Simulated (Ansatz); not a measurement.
**Molecular dynamics of La₃In₉CO₂**

The input (input.yaml):

```yaml
accuracy: low
crystal:
  lattice:
    - [6.751527, 0.0, 0.0]
    - [3.375763, 5.846994, 0.0]
    - [0.0, 0.0, 19.512599]
  atoms:
    - { symbol: La, position: [0.0, 0.0, 0.0512489] }
    - { symbol: In, position: [0.5, 0.0, 0.0512489] }
    - { symbol: In, position: [0.0, 0.5, 0.0512489] }
    - { symbol: In, position: [0.5, 0.5, 0.0512489] }
    - { symbol: La, position: [0.6666667, 0.6666667, 0.1925064] }
    - { symbol: In, position: [0.1666667, 0.6666667, 0.1925064] }
    - { symbol: In, position: [0.6666667, 0.1666667, 0.1925064] }
    - { symbol: In, position: [0.1666667, 0.1666667, 0.1925064] }
    - { symbol: La, position: [0.3333333, 0.3333333, 0.3337638] }
    - { symbol: In, position: [0.8333333, 0.3333333, 0.3337638] }
    - { symbol: In, position: [0.3333333, 0.8333333, 0.3337638] }
    - { symbol: In, position: [0.8333333, 0.8333333, 0.3337638] }
    - { symbol: C, position: [0.510284, -0.0205905, 0.6522826] }
    - { symbol: O, position: [0.4611129, 0.1719757, 0.6574075] }
    - { symbol: O, position: [0.5594551, -0.2131568, 0.6574075] }
basis:
  ecutwfc: 420.0
kpoints:
  mp_grid: { grid: [2, 2, 1] }
hamiltonian:
  xc: lda
scf:
  occupations: { method: fermi_dirac, width: 0.15 }
  lower_state_search: "off"
md:
  timestep: 1
  n_steps: 180
  ensemble: nve
  initial_velocities: zero
  seed: 213881
  initial_site_velocities:
    - { site: 12, velocity: [0.008771, 0.0, -0.024099] }
    - { site: 13, velocity: [0.008771, 0.0, -0.024099] }
    - { site: 14, velocity: [0.008771, 0.0, -0.024099] }
  constraints: [{ sites: [0, 1, 2, 3] }]
```

Launched with:

```bash
$ ansatz run input.yaml --threads 2 --pin off --max-ram 5120MiB --backend cpu --events-out ev --progress --plain --runs-dir out
```

It starts from an unrelaxed structure (largest force component 1.50 eV/Å).

Output, in part (step lines):

```
md step     0: t =     0.00 fs  T =  1054.9 K  F+E_penalty+E_count = -68696.97023724 eV  E_kin = 1.499937 eV  conserved = -68695.47030055 eV  (11 SCF iters)
md step     1: t =     1.00 fs  T =  1056.5 K  F+E_penalty+E_count = -68696.97254406 eV  E_kin = 1.502221 eV  conserved = -68695.47032318 eV  (8 SCF iters)
md step     2: t =     2.00 fs  T =  1060.8 K  F+E_penalty+E_count = -68696.97875157 eV  E_kin = 1.508369 eV  conserved = -68695.47038297 eV  (8 SCF iters)
md step     3: t =     3.00 fs  T =  1067.2 K  F+E_penalty+E_count = -68696.98791979 eV  E_kin = 1.517452 eV  conserved = -68695.47046730 eV  (8 SCF iters)
md step     4: t =     4.00 fs  T =  1074.8 K  F+E_penalty+E_count = -68696.99871463 eV  E_kin = 1.528155 eV  conserved = -68695.47055959 eV  (8 SCF iters)
md step     5: t =     5.00 fs  T =  1082.4 K  F+E_penalty+E_count = -68697.00967284 eV  E_kin = 1.539031 eV  conserved = -68695.47064152 eV  (4 SCF iters)
md step     6: t =     6.00 fs  T =  1089.3 K  F+E_penalty+E_count = -68697.01949861 eV  E_kin = 1.548802 eV  conserved = -68695.47069615 eV  (3 SCF iters)
md step     7: t =     7.00 fs  T =  1094.8 K  F+E_penalty+E_count = -68697.02732743 eV  E_kin = 1.556615 eV  conserved = -68695.47071271 eV  (2 SCF iters)
[... lines left out ...]
md step   179: t =   179.00 fs  T =   823.7 K  F+E_penalty+E_count = -68696.64204500 eV  E_kin = 1.171173 eV  conserved = -68695.47087159 eV  (3 SCF iters)
md step   180: t =   180.00 fs  T =   848.1 K  F+E_penalty+E_count = -68696.67731605 eV  E_kin = 1.205843 eV  conserved = -68695.47147285 eV  (7 SCF iters)
```

The steps, from the saved trajectory:

```json
{"time (fs)": "0.0", "T (K)": "1055", "potential energy less start (eV)": "0.000", "conserved less start (meV/atom)": "0.00"}
{"time (fs)": "6.0", "T (K)": "1089", "potential energy less start (eV)": "-0.049", "conserved less start (meV/atom)": "-0.03"}
{"time (fs)": "12.0", "T (K)": "1106", "potential energy less start (eV)": "-0.073", "conserved less start (meV/atom)": "-0.02"}
{"time (fs)": "18.0", "T (K)": "1101", "potential energy less start (eV)": "-0.066", "conserved less start (meV/atom)": "-0.03"}
{"time (fs)": "24.0", "T (K)": "1068", "potential energy less start (eV)": "-0.019", "conserved less start (meV/atom)": "0.00"}
{"time (fs)": "30.0", "T (K)": "1102", "potential energy less start (eV)": "-0.067", "conserved less start (meV/atom)": "-0.03"}
{"time (fs)": "36.0", "T (K)": "1124", "potential energy less start (eV)": "-0.099", "conserved less start (meV/atom)": "-0.01"}
{"time (fs)": "42.0", "T (K)": "1133", "potential energy less start (eV)": "-0.112", "conserved less start (meV/atom)": "-0.03"}
{"time (fs)": "48.0", "T (K)": "1101", "potential energy less start (eV)": "-0.065", "conserved less start (meV/atom)": "0.00"}
{"time (fs)": "54.0", "T (K)": "1134", "potential energy less start (eV)": "-0.113", "conserved less start (meV/atom)": "-0.03"}
{"time (fs)": "60.0", "T (K)": "1155", "potential energy less start (eV)": "-0.143", "conserved less start (meV/atom)": "-0.01"}
{"time (fs)": "66.0", "T (K)": "1181", "potential energy less start (eV)": "-0.180", "conserved less start (meV/atom)": "-0.04"}
{"time (fs)": "72.0", "T (K)": "1149", "potential energy less start (eV)": "-0.134", "conserved less start (meV/atom)": "0.00"}
{"time (fs)": "78.0", "T (K)": "1183", "potential energy less start (eV)": "-0.183", "conserved less start (meV/atom)": "-0.03"}
{"time (fs)": "84.0", "T (K)": "1196", "potential energy less start (eV)": "-0.201", "conserved less start (meV/atom)": "0.00"}
{"time (fs)": "90.0", "T (K)": "1240", "potential energy less start (eV)": "-0.264", "conserved less start (meV/atom)": "-0.04"}
{"time (fs)": "96.0", "T (K)": "1211", "potential energy less start (eV)": "-0.222", "conserved less start (meV/atom)": "0.00"}
{"time (fs)": "102.0", "T (K)": "1246", "potential energy less start (eV)": "-0.272", "conserved less start (meV/atom)": "-0.04"}
{"time (fs)": "108.0", "T (K)": "1243", "potential energy less start (eV)": "-0.268", "conserved less start (meV/atom)": "0.00"}
{"time (fs)": "114.0", "T (K)": "1298", "potential energy less start (eV)": "-0.347", "conserved less start (meV/atom)": "-0.05"}
{"time (fs)": "120.0", "T (K)": "1272", "potential energy less start (eV)": "-0.308", "conserved less start (meV/atom)": "0.00"}
{"time (fs)": "126.0", "T (K)": "1294", "potential energy less start (eV)": "-0.341", "conserved less start (meV/atom)": "-0.04"}
{"time (fs)": "132.0", "T (K)": "1260", "potential energy less start (eV)": "-0.292", "conserved less start (meV/atom)": "0.00"}
{"time (fs)": "138.0", "T (K)": "1273", "potential energy less start (eV)": "-0.310", "conserved less start (meV/atom)": "-0.05"}
{"time (fs)": "144.0", "T (K)": "1216", "potential energy less start (eV)": "-0.229", "conserved less start (meV/atom)": "-0.01"}
{"time (fs)": "150.0", "T (K)": "1170", "potential energy less start (eV)": "-0.164", "conserved less start (meV/atom)": "-0.03"}
{"time (fs)": "156.0", "T (K)": "1098", "potential energy less start (eV)": "-0.061", "conserved less start (meV/atom)": "-0.01"}
{"time (fs)": "162.0", "T (K)": "1068", "potential energy less start (eV)": "-0.019", "conserved less start (meV/atom)": "-0.01"}
{"time (fs)": "168.0", "T (K)": "1068", "potential energy less start (eV)": "-0.020", "conserved less start (meV/atom)": "-0.09"}
{"time (fs)": "174.0", "T (K)": "842", "potential energy less start (eV)": "0.302", "conserved less start (meV/atom)": "0.00"}
{"time (fs)": "180.0", "T (K)": "848", "potential energy less start (eV)": "0.293", "conserved less start (meV/atom)": "-0.08"}
```

The run went to its last step. The conserved energy stayed within 0.095 meV per atom of its start (net change -0.078 meV per atom), so the integration is sound. A run of 0.18 ps of so small a system gives no equilibrium averages. Limits of this set-up: coarse k mesh, slab without dipole correction, no dispersion correction for a molecule that may bind weakly, low accuracy level.

Mean squared displacements from the first frame to the last: La 0.01 Å², In 0.03 Å², C 23.51 Å², O 19.97 Å².

Last frame:

```xyz
15
Lattice="6.7515 0.0000 0.0000 3.3758 5.8470 0.0000 0.0000 0.0000 19.5126" Properties=species:S:1:pos:R:3
La 0.000 0.000 1.000
In 3.376 0.000 1.000
In 1.688 2.924 1.000
In 5.064 2.924 1.000
La 6.750 3.898 3.884
In 3.375 3.888 3.708
In 5.052 0.978 3.708
In 1.698 0.980 3.707
La 3.398 1.948 6.460
In 6.774 1.712 6.401
In 4.862 5.005 6.426
In 8.655 4.969 6.339
C 4.838 -0.190 8.105
O 4.829 1.069 8.378
O 4.753 -1.167 8.831
```

Time of the run: 21 min on 2 threads of Arm Neoverse V2, with other jobs on the host, peak memory 1.6 GiB.
